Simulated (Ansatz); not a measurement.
# MgS: the cost of one run

Computed with Ansatz 0.2.0 (DFT PBEsol, scalar-relativistic, plane waves, PAW, unless a step's input says otherwise).

## (1) The structure to begin with

It takes space group F-43m (No. 216, cubic). Conventional cell: a = 5.666 Å, b = 5.666 Å, c = 5.666 Å, α = 90.00°, β = 90.00°, γ = 90.00°. Around Mg (site symmetry -43m) lie 4 S at 2.45 Å. S (site symmetry -43m) is surrounded by 4 Mg at 2.45 Å.

Coordinates:

```
CELL_PARAMETERS angstrom
0.00000 2.83312 2.83312
2.83312 0.00000 2.83312
2.83312 2.83312 0.00000
ATOMIC_POSITIONS crystal
Mg 0.00000 0.00000 0.00000
S 0.75000 0.75000 0.75000
```

It goes back to an entry of the Materials Project, which need not be the stable form.

No relaxation comes first: the listed cell is the starting point.

## (2) The reference cell

The reference gives a free energy of -2799.7615 eV, pressure -0.43 GPa, largest force 0.000 eV/Å and gap on the mesh 3.28 eV. It was computed beforehand with the settings of the runs below.

## (3) Next: a strain scan

The cell is strained by ε times the Voigt pattern (1, 1, 0, 0, 0, 0) (xx, yy, zz, yz, xz, xy; engineering shear), with fractional coordinates fixed (clamped ions). The stress on the pattern is the sum of the stress components weighted by it, tension positive.

## (4) Point ε = -0.1000

input.yaml

```yaml
crystal:
  lattice:
    - [0.0, 2.5498080421, 2.8331200468]
    - [2.5498080421, 0.0, 2.8331200468]
    - [2.5498080421, 2.5498080421, 0.0]
  atoms:
    - { symbol: Mg, position: [0.0, 0.0, 0.0] }
    - { symbol: S, position: [0.75, 0.75, 0.75] }
basis:
  ecutwfc: 420
kpoints:
  mp_grid: { grid: [8, 8, 8] }
hamiltonian:
  xc: pbesol
scf:
  occupations: { method: gaussian, width: 0.05 }
output:
  forces: true
  stress: true
  eigenvalues: true
```

Launch:

```sh
> ansatz run input.yaml --threads 1 --pin off --max-ram 1228MiB --backend cpu --events-out ev --progress --plain --runs-dir out
```

Q: Estimate wall time and peak memory on 1 thread of an x86-64 CPU, shared host.

About 3 s, with a peak of 0.41 GiB.
